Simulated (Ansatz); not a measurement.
# KNi (P4/mmm) in Ansatz: single point with PBEsol+U

Aim: the single point of KNi with PBEsol+U.

Program: Ansatz 0.2.0. These are calculated values, not measurements. Logs are shortened: lines on timing, memory, paths and dates and some standing lists are left out, and cuts for length are marked.

## (1) The cell of the first run

Symmetry: P4/mmm, No. 123, tetragonal system. The conventional cell has a = 3.660 Å, b = 3.660 Å, c = 3.479 Å, α = 90.00°, β = 90.00°, γ = 90.00°. Around K (site symmetry 4/mmm) lie 8 Ni at 3.12 Å and 2 K at 3.48 Å. Ni (site symmetry 4/mmm) is surrounded by 8 K at 3.12 Å and 2 Ni at 3.48 Å.

The cell was built by a generator and needn't be a form met in nature.

## (2) Single point, PBEsol+U (another cell of the same crystal, with 4 atoms)

Input file input.yaml:

```yaml
crystal:
  lattice:
    - [3.66047789, 3.66047789, 0.0]
    - [-3.66047789, 3.66047789, 0.0]
    - [0.0, 0.0, 3.47888777]
  atoms:
    - { symbol: K, position: [0.0, 0.0, 0.0] }
    - { symbol: K, position: [0.5, 0.5, 0.0] }
    - { symbol: Ni, position: [0.5, 0.0, 0.5] }
    - { symbol: Ni, position: [0.0, 0.5, 0.5] }
hamiltonian:
  xc: pbesol
  pseudopotentials: { kind: paw }
  hubbard: { sites: [{ species: Ni, l: d, u_eff: 5.0 }] }
kpoints:
  mp_grid: { grid: [4, 4, 6] }
scf:
  occupations: { method: fermi_dirac, width: 0.05 }
output:
  forces: true
  stress: true
  eigenvalues: true
  write_density: true
  write_potential: true
  elf: true
  volumetric_format: npy
```

Potentials or basis: Ansatz PAW.

Command:

```sh
> ansatz run input.yaml --threads 2 --pin off --max-ram 5632MiB --backend cpu --events-out ev --progress --plain --runs-dir out
```

The log of the run:

```text
Warning: RAYON_NUM_THREADS=2 ignored (pool sized by the plan → 2); use --threads N
K: projections on atomic orbitals take those of the free atom [Ne] 3s2 3p6 4s1, of charge +0.00 (hamiltonian.pseudopotentials.projection_atoms); the dataset's partial waves leave at most 2.3e-7 of an orbital's norm unspanned inside its sphere
Ni: projections on atomic orbitals take those of the free atom [Ne] 3s2 3p6 3d8 4s2, of charge +0.00 (hamiltonian.pseudopotentials.projection_atoms); the dataset's partial waves leave at most 1.6e-6 of an orbital's norm unspanned inside its sphere
Engine: ansatz 0.2.0, aarch64-unknown-linux-gnu
Pseudopotentials: kind: paw
Pseudopotential: K, paw, valence charge 9, recommended cutoff 420 eV (normal), K.paw.azcp
Pseudopotential: Ni, paw, valence charge 18, recommended cutoff 420 eV (normal), Ni.paw.azcp
Functional definition: PBEsol
  exchange = pbesol_x
  correlation = pbesol_c
Crystal: 4 atoms, lattice volume = 93.228 Å³
Basis set: ecut = 420 eV, 1835 PW (Γ), exchange–correlation on 72×72×48 points (8 copies of the dense FFT grid, shifted against one another)
Bands: 33, of which v1, the nominal top of the filled ones, is band 27 counted from 1 (26 counted from 0)
Symmetry: 32 space group operations
Space group: P4/mmm (ITA 123), of the structure as read, at distance tolerance 4.5e-5 Å
k-points: 24 of 96
Non-local potential: K, projectors of the file, l = 0: 3, l = 1: 2, l = 2: 2
Non-local potential: Ni, projectors of the file, l = 0: 3, l = 1: 2, l = 2: 3, l = 3: 1
PAW form: soft (Blöchl's): semilocal exchange-correlation on the pseudo side does not see the compensation charge
PAW frozen core: K, regenerated for the run's functional, and the local potential with it (the file was generated under x = pbe(κ = 0.804, μ = 0.2195149727645171), c = pbe(β = 0.06672455060314922))
PAW frozen core: Ni, regenerated for the run's functional, and the local potential with it (the file was generated under x = pbe(κ = 0.804, μ = 0.2195149727645171), c = pbe(β = 0.06672455060314922))
PAW one-centre angular grid: K, 110 points (default); XC on 64 Gauss nodes
PAW one-centre angular grid: Ni, 590 points (default); XC on 64 Gauss nodes
Initial density: superposition of atomic densities (chi_scale 0.1, normalization cell, long waves of neutral atoms under a Hubbard term (reshape's long-wave potential 0.00 eV rms, cloud 3.27 Å wide))
Initial wavefunctions: pseudopotential atomic-orbital guess
Functional: x = pbesol(κ = 0.804, μ = 0.12345679012345678), c = pbesol(β = 0.046)
SCF iter   1: F=—  HF=-14633.630518 eV  |F-HF|=—  |Δ(HF+E_count)|=         —  Δρ=1.26e-1  dr2=1.04e1  ethr=3.10e-3  ⟨swp⟩=5.6  Hψ=2944  notcnv=0
preconditioner: auto → Resta (q_TF=auto, 2.491 Å⁻¹)  ε∞=7.0  [insulator: Δε(μ)=0.287 eV  Ē_g=9.153 eV  σ=0.050 eV  W_gap=0.64  n_scr=22 (ndim 8)  ℏωp=22.4 eV  f_vac=0.000  D(μ)=2.25/eV (n_scr^D=10)  ε∞_Penn≈7.0]
SCF iter   2: F=—  HF=-14635.687452 eV  |F-HF|=—  |Δ(HF+E_count)|=    2.06e0  Δρ=1.86e-1  dr2=2.06e1  ethr=3.10e-3  ⟨swp⟩=3.2  Hψ=1954  notcnv=0  defer=22
preconditioner: auto → Kerker (q_TF=auto, 2.491 Å⁻¹)  [metal: Δε(μ)=0.059 eV  Ē_g=8.384 eV  σ=0.050 eV  W_gap=0.29  n_scr=22 (ndim 8)  ℏωp=22.4 eV  f_vac=0.000  D(μ)=6.08/eV (n_scr^D=66)]
SCF iter   3: F=—  HF=-14633.587317 eV  |F-HF|=—  |Δ(HF+E_count)|=    2.10e0  Δρ=3.28e-2  dr2=9.35e-1  ethr=3.10e-3  ⟨swp⟩=2.8  Hψ=1754  notcnv=0  defer=17
SCF iter   4: F=—  HF=-14633.695552 eV  |F-HF|=—  |Δ(HF+E_count)|=   1.08e-1  Δρ=7.50e-3  dr2=3.27e-2  ethr=1.73e-3  ⟨swp⟩=2.0  Hψ=1105  notcnv=0  defer=21
SCF iter   5: F=—  HF=-14633.691960 eV  |F-HF|=—  |Δ(HF+E_count)|=   3.59e-3  Δρ=5.67e-3  dr2=1.27e-2  ethr=6.06e-5  ⟨swp⟩=2.9  Hψ=1494  notcnv=0  defer=21
SCF iter   6: F=—  HF=-14633.694070 eV  |F-HF|=—  |Δ(HF+E_count)|=   2.11e-3  Δρ=5.21e-4  dr2=1.83e-4  ethr=2.36e-5  ⟨swp⟩=2.1  Hψ=1164  notcnv=0  defer=21
SCF iter   7: F=—  HF=-14633.694207 eV  |F-HF|=—  |Δ(HF+E_count)|=   1.37e-4  Δρ=4.54e-4  dr2=1.47e-4  ethr=3.39e-7  ⟨swp⟩=2.0  Hψ=1050  notcnv=0  defer=21
SCF iter   8: F=—  HF=-14633.694221 eV  |F-HF|=—  |Δ(HF+E_count)|=   1.44e-5  Δρ=2.19e-4  dr2=3.91e-5  ethr=2.72e-7  ⟨swp⟩=1.0  Hψ=771  notcnv=0  defer=21
SCF iter   9: F=—  HF=-14633.694232 eV  |F-HF|=—  |Δ(HF+E_count)|=   1.05e-5  Δρ=1.44e-4  dr2=1.68e-5  ethr=7.25e-8  ⟨swp⟩=1.0  Hψ=773  notcnv=0  defer=21
SCF iter  10: F=—  HF=-14633.694231 eV  |F-HF|=—  |Δ(HF+E_count)|=   1.31e-6  Δρ=4.46e-5  dr2=1.52e-6  ethr=3.12e-8  ⟨swp⟩=1.2  Hψ=776  notcnv=0  defer=21
SCF iter  11: F=-14633.694230 eV  HF=-14633.694230 eV  |F-HF|=3.01e-9  |Δ(HF+E_count)|=   1.52e-7  Δρ=3.29e-6  dr2=6.70e-9  ethr=1.85e-10  ⟨swp⟩=10.3  Hψ=5719  notcnv=0
SCF 1 converged in 11 iterations: F = -14633.694230 eV  dr2 = 6.70e-9
SCF converged after 11 iterations
Free energy (F): -14633.694230 eV
Harris-Foulkes:  -14633.694230 eV  (|F-HF|=3.01e-9)
Internal energy: -14633.678801 eV  (E = F + TS)
E sigma→0 (E₀):  -14633.686516 eV
Entropy (-TS):   -0.015429 eV (-3.857 meV/atom)
Fermi energy:    6.865933 eV
--- Per-component energies (eV) ---
  E_band       = -1050.305449
  E_kinetic    = 1090.364102
  E_local      = -10781.787359  (includes V_loc(G=0)·N_el)
  E_nonlocal   = 1347.580236
  E_hartree    = 4526.353581
  E_xc         = -428.788980
  E_vxc        = -536.569995  (∫ρ·V_xc dr)
  E_hubbard    = 2.779359  (on-site DFT+U / exact-exchange correction)
  E_vhub       = -41.389515  (the Hubbard potential's part of the band-sum identity)
  E_paw        = -4754.594816  (= ΣΔE_a)
  E_vpaw       = -1181.220841  (= ΣTr[D̂ρ^β])
  E_aug_tail   = 0.001022  (compensation charges beyond the density's cutoff)
  E_ewald      = -5636.196295
  E_core_change = 0.610348  (= ΣΔE_core)
  E_smearing   = -0.015429  (= −TS)
  E_closure    = -0.000000  (closes the sum)
  Σ components = -14633.694230   (vs F -14633.694230, Δ=0.00e0)
--- Forces (eV/Å), atoms counted from 1 ---
  atom   1  K     -0.00000000    -0.00000000     0.00000000
  atom   2  K      0.00000000    -0.00000000     0.00000000
  atom   3  Ni     0.00000000     0.00000000     0.00000000
  atom   4  Ni    -0.00000000     0.00000000     0.00000000
  max |Σ_I F_I| component: 1.70e-29 eV/Å
--- Stress (GPa, compression-positive) ---
       -0.110312      -0.000000       0.000000
       -0.000000      -0.110312       0.000000
        0.000000       0.000000      -0.429565
  P = ⅓ Tr σ = -0.2167 GPa (-2.167 kbar)
--- Band table (eV; the first three rows and the last of 24) ---
  k-point 0: bands = ["-92.5388", "-92.5388", "-53.1976", "-53.1975", "-53.1637", "-53.1637", "-53.1628", "-53.1628", "-22.8869", "-22.8202", "-6.6875", "-6.6875", "-6.3132", "-6.3132", "-6.2417", "-6.1651", "3.5145", "5.3287", "5.3507", "5.4761", "5.5657", "5.7514", "5.7514", "5.9060", "5.9585", "5.9585", "6.4859", "7.5216", "9.7896", "9.7896", "11.9874", "12.0309", "12.0948"]
  k-point 1: bands = ["-92.5388", "-92.5388", "-53.1981", "-53.1980", "-53.1636", "-53.1636", "-53.1628", "-53.1628", "-22.8714", "-22.8049", "-6.6668", "-6.6668", "-6.4178", "-6.3171", "-6.2988", "-6.2988", "3.9555", "5.4272", "5.5442", "5.6461", "5.6942", "5.7086", "5.7086", "5.9157", "5.9157", "5.9232", "6.4906", "7.6312", "9.5579", "9.5579", "11.6315", "12.0830", "12.6377"]
  k-point 2: bands = ["-92.5388", "-92.5387", "-53.1991", "-53.1990", "-53.1636", "-53.1636", "-53.1627", "-53.1627", "-22.8403", "-22.7740", "-6.7480", "-6.6245", "-6.6245", "-6.6067", "-6.2698", "-6.2698", "5.0758", "5.5956", "5.6283", "5.6283", "5.6852", "5.8334", "5.8334", "5.9578", "6.0541", "6.3033", "6.4999", "8.1143", "9.1031", "9.1031", "9.6468", "12.2097", "12.4881"]
  k-point 23: bands = ["-92.5388", "-92.5388", "-53.1995", "-53.1995", "-53.1636", "-53.1636", "-53.1626", "-53.1626", "-22.7956", "-22.7956", "-6.7975", "-6.7975", "-6.6512", "-6.6512", "-6.2045", "-6.2045", "5.2643", "5.2643", "5.3844", "5.3844", "5.6381", "5.6381", "5.6777", "5.6777", "6.5733", "6.5733", "7.8160", "7.8160", "9.8949", "9.8949", "10.1087", "10.1087", "12.2189"]
Occupation matrices written to <dir>
```

It took 3.4 s on 2 threads of Arm Neoverse V2, shared host; peak memory 0.41 GiB.

What came out:

```
Free energy            : -14633.6942 eV
Pressure               : -0.2 GPa
Band gap on the k mesh : none (metal or under the smearing width)
```

Stress tensor (GPa, compression positive):
```
-0.11  0.00  0.00
 0.00 -0.11  0.00
 0.00  0.00 -0.43
```

Eigenvalues of the final occupation matrices:
```
  site  spin  trace               eigenvalues
site 1     1   4.69  0.88 0.90 0.97 0.97 0.97
site 2     1   4.69  0.88 0.90 0.97 0.97 0.97
```

Caveat: U without spin polarisation on a metal has little footing; the PAW data sets come from PBE, with cores solved anew for the run's functional, which leaves a small shift of forces and pressure; the U is typed as a test and isn't derived for this compound. Spin polarisation is off, so any magnetic state and its effect on volume and gap are missing.
